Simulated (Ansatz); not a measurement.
# Cl₂H₄OSi₂: a ladder of functionals and wavefunction methods

The task here is to estimate one member of a computed series from the others.

The runs use Ansatz 0.2.0, Gaussian basis; functionals in def2-TZVPP, the program's frozen cores in correlated methods.

Levels to be run: LDA (SPW92), PBE-D4, revPBE-D4, BLYP-D4, r2SCAN-D4, B97M-V, PBE0-D4, B3LYP-D4, r2SCANh-D4, r2SCAN0-D4, HSE06-D4, BHLYP-D4, CAM-B3LYP-D4, LC-ωPBE, ωB97X-V, ωB97M-V, B2PLYP, PBE-QIDH; CCSD(T)/def2-SVP; CCSD(T)/def2-TZVPP; MP2/def2-QZVPP; extrapolation to the limit; RPA on PBE.

**The relaxed structure**

All runs share one geometry, relaxed beforehand with PBE0-D4 in a triple-zeta def2 set.

SMILES `Cl[SiH2]O[SiH2]Cl`, 9 atoms, charge 0, spin multiplicity 1.

Atoms are counted from 1 here; the program's logs count them from 0.

Bond lengths: Cl1–Si2 2.049 Å, Si2–O3 1.628 Å, Si2–H6 1.477 Å, Si2–H7 1.475 Å, O3–Si4 1.628 Å, Si4–Cl5 2.049 Å, Si4–H8 1.475 Å, Si4–H9 1.477 Å. Angles: Cl1–Si2–O3 109.8°, Cl1–Si2–H6 107.7°, Cl1–Si2–H7 108.3°, O3–Si2–H6 110.3°, O3–Si2–H7 108.0°, H6–Si2–H7 112.7°, Si2–O3–Si4 144.3°, O3–Si4–Cl5 109.8°, O3–Si4–H8 108.0°, O3–Si4–H9 110.3°, Cl5–Si4–H8 108.3°, Cl5–Si4–H9 107.7°, H8–Si4–H9 112.7°.

The first run:

Contents of in.yaml:

```yaml
crystal:
  periodic: [false, false, false]
  atoms:
    - {symbol: Cl, position_ang: [-1.749619, 1.874969, 0.527497]}
    - {symbol: Si, position_ang: [-0.054961, 0.955993, 1.221384]}
    - {symbol: O, position_ang: [0.171309, -0.451669, 0.434796]}
    - {symbol: Si, position_ang: [0.147947, -1.169180, -1.026729]}
    - {symbol: Cl, position_ang: [1.077453, 0.029417, -2.404154]}
    - {symbol: H, position_ang: [1.081760, 1.866911, 0.979544]}
    - {symbol: H, position_ang: [-0.245978, 0.652633, 2.652377]}
    - {symbol: H, position_ang: [0.904416, -2.431691, -0.926534]}
    - {symbol: H, position_ang: [-1.243928, -1.373785, -1.475280]}
basis:
  gaussian: {orbitals: def2-TZVPP}
hamiltonian: {xc: lda}
output: {orbitals: {seedname: orbitals}}
```

Steps of the session up to this table: LDA; PBE-D4 (GGA); revPBE-D4 (GGA); BLYP-D4 (GGA); r2SCAN-D4 (meta-GGA); B97M-V (meta-GGA); PBE0-D4 (hybrid); B3LYP-D4 (hybrid); r2SCANh-D4 (hybrid); r2SCAN0-D4 (hybrid); HSE06-D4 (hybrid); BHLYP-D4 (hybrid); CAM-B3LYP-D4 (range-separated); LC-ωPBE-D4 (range-separated; the results give it without D4); ωB97X-V (range-separated); ωB97M-V (range-separated); B2PLYP (double hybrid); PBE-QIDH (double hybrid).

One of the session's tables, all rows but one given; the rest of the session is left out.

It belongs to the step «Orbital energies across the functionals». 

```
  functional  HOMO (eV)  gap (eV)
 LDA (SPW92)      -7.66      6.51
      PBE-D4          ?         ?
   revPBE-D4      -7.55      6.82
     BLYP-D4      -7.47      6.78
   r2SCAN-D4      -7.95      7.48
      B97M-V      -8.06      7.39
     PBE0-D4      -8.97      9.00
    B3LYP-D4      -8.74      8.58
  r2SCANh-D4      -8.45      8.28
  r2SCAN0-D4      -9.21      9.47
    HSE06-D4      -8.57      8.22
    BHLYP-D4     -10.26     11.22
CAM-B3LYP-D4     -10.35     11.42
     LC-ωPBE     -11.74     13.98
     ωB97X-V     -11.39     13.48
     ωB97M-V     -11.21     13.00
```

**Question.** Estimate the row for PBE-D4.

As computed: HOMO (eV): -7.59; gap (eV): 6.73. In the column «HOMO (eV)» it lies between LDA (SPW92) (-7.66) and revPBE-D4 (-7.55).
